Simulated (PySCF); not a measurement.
# C3H9ClSi (Trimethylchlorosilane): the cost of one run

The runs use PySCF 2.14.0, with density-fitted response routines of our own; the level of theory stands in each step. All values are computed, except where a source is named. Atoms count from 0, in the outputs and in this text.

### 1 The molecule as given

14 atoms, charge 0, multiplicity 1; geometry from: GFN2-xTB.

Bonds of the start (Å): C0–Si1 1.90, Si1–C2 1.91, Si1–C3 1.91, Si1–Cl4 2.05, C0–H5 1.09, C0–H6 1.09, C0–H7 1.09, C2–H8 1.09, C2–H9 1.09, C2–H10 1.09, C3–H11 1.09, C3–H12 1.09, C3–H13 1.09.

### 2 Relaxing the molecule at PBE0-D3(BJ)/def2-SVP

What the job is given:

```
{"job": {"xc": "PBE0", "basis": "def2-SVP", "d3": "d3bj", "grid": 1, "kind": "geom"}, "charge": 0, "multiplicity": 1}
C     -0.505560     1.661090    -0.502390
Si     0.100340     0.103310     0.410840
C      1.685440    -0.569670    -0.404130
C     -1.282000    -1.207000     0.466490
Cl     0.560550     0.611580     2.337630
H     -0.786030     1.432200    -1.525820
H     -1.373910     2.092300    -0.012550
H      0.263260     2.427320    -0.535940
H      2.114180    -1.382800     0.174840
H      1.492000    -0.943720    -1.404440
H      2.441340     0.206680    -0.486110
H     -1.653190    -1.433460    -0.528330
H     -2.124860    -0.861790     1.059310
H     -0.932920    -2.136990     0.906260
```

Command:

```bash
$ OMP_NUM_THREADS=1 python probes_run.py task.json out
```

One launch serves the whole session: the jobs run in the order shown.

Q: Estimate the wall time and peak memory of this first job on 1 thread of Intel Xeon Platinum 8488C, shared host.

About 53 s, with a peak of 0.48 GiB.
